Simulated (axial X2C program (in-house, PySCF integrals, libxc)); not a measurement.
# ClSbCl⁻: bond lengths and stretches, held linear

An exercise on one series of results from a longer session: the logs are not shown, and one member is left open.

Program: an in-house X2C program for linear molecules on PySCF integrals. Level of theory: all-electron X2C, two-component (2c) or spin-free, Cl dyall-av3z, Sb dyall-v3z. These are calculated values, not measurements.

All values are calculated.

2 further runs of the same task are left out: 2 set aside as unsound or not needed.

Set-up of the first run:

task.json

```json
{"zs": [17, 51, 17], "q": -1, "bas": ["dyall-av3z", "dyall-v3z", "dyall-av3z"], "r0": [2.39, 2.39], "symm": 1, "scan": ["PBE0", "HF", "TPSSh"], "levels": ["PBE0", "HF", "BHandHLYP"], "nst": 2}
```

Keys: zs atomic numbers; q charge; bas basis sets; r0 starting distance in Å; symm equal bonds; scan levels of the two-bond scan (MP2 follows by itself at each HF point); levels methods; nst determinants followed.

Started as:

```sh
$ python solin.py task.json out
```

Masses Cl 34.969, Sb 120.904, Cl 34.969 u.

Among the steps run: Scan at PBE0, 2c; Scan at HF, 2c; Scan at TPSSh, 2c.

One of the session's tables, all rows but one given; the rest of the session is left out.

```
           level  r(Cl–Sb) (Å)  r(Sb–Cl) (Å)  lower stretch (cm⁻¹)  upper stretch (cm⁻¹)
        PBE0, 2c         2.632         2.632                 202.7                 227.1
          HF, 2c         2.695         2.695                 147.9                 220.5
       TPSSh, 2c         2.643         2.643                 204.1                 224.9
         MP2, 2c         2.623         2.623                 209.2                 233.7
 PBE0, spin-free             ?             ?                     ?                     ?
   HF, spin-free         2.693         2.693                 148.4                 221.3
TPSSh, spin-free         2.641         2.641                 204.4                 225.6
  MP2, spin-free         2.621         2.621                 209.6                 234.2
```

**Question.** Estimate the row for PBE0, spin-free.

The run gave: r(Cl–Sb) (Å): 2.630; r(Sb–Cl) (Å): 2.630; lower stretch (cm⁻¹): 203.0; upper stretch (cm⁻¹): 227.8. In the column «r(Cl–Sb) (Å)» it lies between MP2, 2c (2.623) and PBE0, 2c (2.632).

Scans not shown above were run alike.

Caveats from the session: For an anion the highest level of a functional can be positive, and the basis then holds the extra electron. The molecule was held linear; bending was not examined, so a bent shape may lie lower.
